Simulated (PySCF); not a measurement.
# IrOCl₂: relaxation and vibrations of the quartet

Aim: relax IrOCl₂ as a quartet from a PBE minimum start, check by its vibrations whether the end is a minimum, and collect its spectrum and constants.

The runs use PySCF 2.14.0; PBE, basis Ir def2-SVP with ECP60, O def2-SVP, Cl def2-SVP, scalar-relativistic core potentials, no spin–orbit coupling, density fitting.

## (1) Where the work starts

4 atoms, charge 0, spin multiplicity 4.

Bond lengths: Ir1–O2 1.752 Å, Ir1–Cl3 2.250 Å, Ir1–Cl4 2.250 Å. Angles: O2–Ir1–Cl3 102.2°, O2–Ir1–Cl4 102.2°, Cl3–Ir1–Cl4 155.6°.

```xyz
4
charge 0 multiplicity 4
Ir    0.0000    0.0000    0.0189
O     0.0000    0.0000    1.7709
Cl    2.1989    0.0000   -0.4564
Cl   -2.1989    0.0000   -0.4564
```

## (2) The SCF at the typed geometry

One driver script runs all steps and calls PySCF; scf.py shows how it sets up the SCF of each step. The optimiser is the driver's own. After this first run the driver tries any further starts and a stability analysis.

Input file scf.py:

```python
from pyscf import gto, scf, dft
mol = gto.M(atom='''
Ir     0.000000     0.000000     0.018858
O      0.000000     0.000000     1.770910
Cl     2.198915    -0.000000    -0.456413
Cl    -2.198915     0.000000    -0.456413''',
    basis={'Ir': 'def2-SVP', 'O': 'def2-SVP', 'Cl': 'def2-SVP'},
    ecp={'Ir': 'def2-SVP'},
    charge=0, spin=3)
mf = dft.UKS(mol, xc='PBE')
mf.grids.atom_grid = (50, 194)
aux = {'Ir': 'def2-universal-JKFIT', 'O': 'def2-universal-JKFIT', 'Cl': 'def2-universal-JKFIT'}
mf = mf.density_fit(auxbasis=aux)
mf.conv_tol = 1e-08
mf.diis_space = 10
mf.max_cycle = 60
mf.init_guess = 'minao'
mf.verbose = 4
mf.kernel()
```

The run is started by

```bash
$ OMP_NUM_THREADS=2 python axn.py task.json out
```

Further steps of the session: Relaxation: PBE minimum start, quartet; Hessian and properties.

Before running it: what results should come out? Wanted: minimum; geometry; wavenumbers; dipole moment; highest occupied, lowest empty level; polar-tensor charge of Ir1; zero-point energy; atomisation energy; ⟨S²⟩.

**Answer**, as computed:

```
                                          quantity                                                                   value
                                           minimum                                                            quartet, C2v
                                          geometry  Ir–Cl 2.250 Å (×2), Ir–O 1.752 Å; Cl–Ir–Cl 155.6°, Cl–Ir–O 102.2° (×2)
                                wavenumbers (cm⁻¹)               95 (b1), 114 (a1), 155 (b2), 371 (a1), 381 (b2), 879 (a1)
                                     dipole moment                                                                  1.47 D
highest occupied, lowest empty level (either spin)                                                         -6.14, -6.07 eV
                        polar-tensor charge of Ir1                                                                 +0.87 e
                                 zero-point energy                                                             11.9 kJ/mol
                               entropy at 298.15 K                                                         348.5 J/(mol K)
         atomisation energy (no zero-point energy)                                                             1222 kJ/mol
                                              ⟨S²⟩                                                                   3.756
```

What this shows: The PBE minimum start keeps its C2v symmetry and ends in a minimum. In the infrared the band at 381 cm⁻¹ (b2, stretch) leads. Most of the spin sits on Ir1 (Mulliken spin 1.58, against 3 for the whole molecule). Other starts or spin states, not run here, may lie lower. One determinant may miss the lowest occupation of an open d or f shell. Spin–orbit coupling, left out here, can matter for elements this heavy.
